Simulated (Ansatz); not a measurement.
A nudged elastic band was laid between two geometries of a periodic cell of 13 atoms, Zr₁₂H (host Zr, host structure hcp, interstitial H).

Computed with DFT PBE, scalar-relativistic, plane waves, PAW (Ansatz). Settings: cutoff 420 eV, k mesh 3x2x3, gaussian smearing 0.1 eV, no spin polarisation.

| Item | Value |
| --- | --- |
| movable images | 3 |
| climbing image | yes |
| spring | 5.0 eV/Å² |
| optimiser | lbfgs |
| start path | IDPP |
| force threshold | 0.05 eV/Å |
| iteration limit | 80 |
| end points | relaxed |

Image 0:

```xyz
13
Lattice="6.4600 0.0000 0.0000 -4.8450 8.3918 0.0000 0.0000 0.0000 5.1454" Properties=species:S:1:pos:R:3
Zr 0.019 -0.019 -0.018
Zr 0.041 1.880 2.532
Zr -1.610 2.835 -0.007
Zr -1.615 4.676 2.567
Zr -3.231 5.608 0.022
Zr -3.245 7.437 2.589
Zr 3.186 -0.017 0.049
Zr 3.208 1.882 2.601
Zr 1.629 2.818 -0.008
Zr 1.611 4.646 2.560
Zr -0.006 5.580 0.016
Zr -0.005 7.420 2.590
H 4.844 0.932 3.863
```

Image 4:

```xyz
13
Lattice="6.4600 0.0000 0.0000 -4.8450 8.3918 0.0000 0.0000 0.0000 5.1454" Properties=species:S:1:pos:R:3
Zr 0.031 -0.018 0.022
Zr 0.029 1.885 2.606
Zr -1.619 2.838 0.014
Zr -1.613 4.680 2.586
Zr -3.228 5.612 -0.012
Zr -3.235 7.442 2.571
Zr 3.200 -0.015 -0.027
Zr 3.199 1.887 2.555
Zr 1.620 2.818 0.007
Zr 1.612 4.649 2.589
Zr -0.003 5.581 -0.011
Zr 0.003 7.422 2.561
H 4.843 0.934 1.288
```

**Question.** What changes between the two ends?

**Answer.** The atom that moves furthest is H13, by 2.57 Å; four of its nearest neighbours are Zr8 2.27, Zr1 2.28, Zr12 2.29, Zr3 2.29 Å at the first end and Zr8 2.28, Zr1 2.29, Zr12 2.29, Zr3 2.29 Å at the last.

**Question.** What energy profile does the band end with?

**Answer.** It converged. The highest image is number 2 of 0 to 4, 0.45 eV above the ends, which have the same energy within 2 meV. By the program's own check the climbing image is a first-order saddle point (lowest curvatures found: -1.08 and 0.72 eV/Å²). Limits of this set-up: coarse k mesh, odd electron count without spin, a small cell, in which the defect meets its images.

```tsv
image	path coordinate (Å)	energy (eV)
0	0.00	0.00
1	0.63	0.26
2	1.26	0.45
3	1.89	0.26
4	2.52	0.00
```

**Question.** What is the geometry of the highest image?

**Answer.** 
```xyz
13
Lattice="6.4600 0.0000 0.0000 -4.8450 8.3918 0.0000 0.0000 0.0000 5.1454" Properties=species:S:1:pos:R:3
Zr 0.082 -0.025 0.004
Zr 0.012 1.900 2.574
Zr -1.630 2.891 0.003
Zr -1.619 4.667 2.576
Zr -3.231 5.606 0.004
Zr -3.220 7.420 2.578
Zr 3.171 -0.027 0.005
Zr 3.189 1.888 2.576
Zr 1.614 2.840 0.002
Zr 1.623 4.665 2.576
Zr 0.014 5.578 0.003
Zr -0.007 7.386 2.577
H 4.837 0.909 2.575
```

The band took 7 iterations and of the order of 15 core-minutes.

Run time: 4.3 min on 4 threads of AMD EPYC 7R13 Processor (Zen 3) (shared host), peak memory 1.6 GiB.
